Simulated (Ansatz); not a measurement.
C₄H₇, SMILES [CH]1CCC1: an atomisation energy, run with Ansatz's Python interface.

Input file `c4h7.xyz`:
```text
11

C    -0.54480    0.55690   -0.73900
C     0.01180    0.90340    0.54480
C     0.17670   -0.59800    0.72800
C     0.03030   -0.74460   -0.76340
H    -0.69420    1.26060   -1.61130
H    -0.65860    1.39910    1.26000
H     0.96530    1.49000    0.46440
H    -0.51150   -1.05420    1.37010
H     1.20530   -0.88890    1.12890
H     0.85740   -0.84890   -1.35310
H    -0.77250   -1.53240   -1.00880
```

`tae.py`:
```python
'''Energy to split C4H7 into its atoms.'''

from collections import Counter

import ansatz as az


def total_energy(molecule, charge=0, unpaired=0):
    calc = (
        molecule.calculation()
        .basis(gaussian='cc-pVTZ')
        .functional('B3LYP', dispersion='d3bj')
    )
    if charge:
        calc = calc.charge(charge)
    if unpaired:
        calc = calc.spin('collinear', total=unpaired)
    return calc.run(threads=1).report['free_energy_ev']

molecule = az.Crystal.molecule_from_extxyz('c4h7.xyz')

# Hund ground states
unpaired = {'C': 2, 'H': 1}
counts = Counter(site.symbol for site in molecule.cartesian_sites)
atom_energy = {s: total_energy(az.Crystal.molecule().atom(s, (0, 0, 0)), 0, unpaired[s]) for s in counts}
whole = total_energy(molecule, 0, 1)
for s, e in atom_energy.items():
    print(f'{s:2s} x{counts[s]}  {e:14.5f} eV')
print(f'C4H7: {whole:.5f} eV')
split = sum(counts[s] * e for s, e in atom_energy.items()) - whole
print(f'atomisation energy (no zero-point term): {23.060548 * split:.1f} kcal/mol, {split / sum(counts.values()):.3f} eV an atom')
```

What does it cost to take this molecule apart into atoms?

1027.8 kcal/mol from the electronic energies, without the zero-point term.

The run itself:

Running `python tae.py` prints:
```text
C  x4     -1030.18427 eV
H  x7       -13.66437 eV
C4H7: -4260.95928 eV
atomisation energy (no zero-point term): 1027.8 kcal/mol, 4.052 eV an atom
```

Notes:
- Total energies depend on the basis set; only differences at equal settings carry meaning.
- The geometry is a force-field or estimated start, not a minimum of this method, and the basis set is short of its limit. All parts are taken at fixed geometry, without zero-point energy.
- The species is open-shell (spin multiplicity 2).
- b3lyp holds the VWN-RPA fit, as in Gaussian; the form of ORCA and Turbomole is b3lyp5.
- Finished in 10 s on 1 thread of Arm Neoverse V2 (shared host), peak memory 0.57 GiB.

(Lines on the test bed's own set-up are left out of the output.)
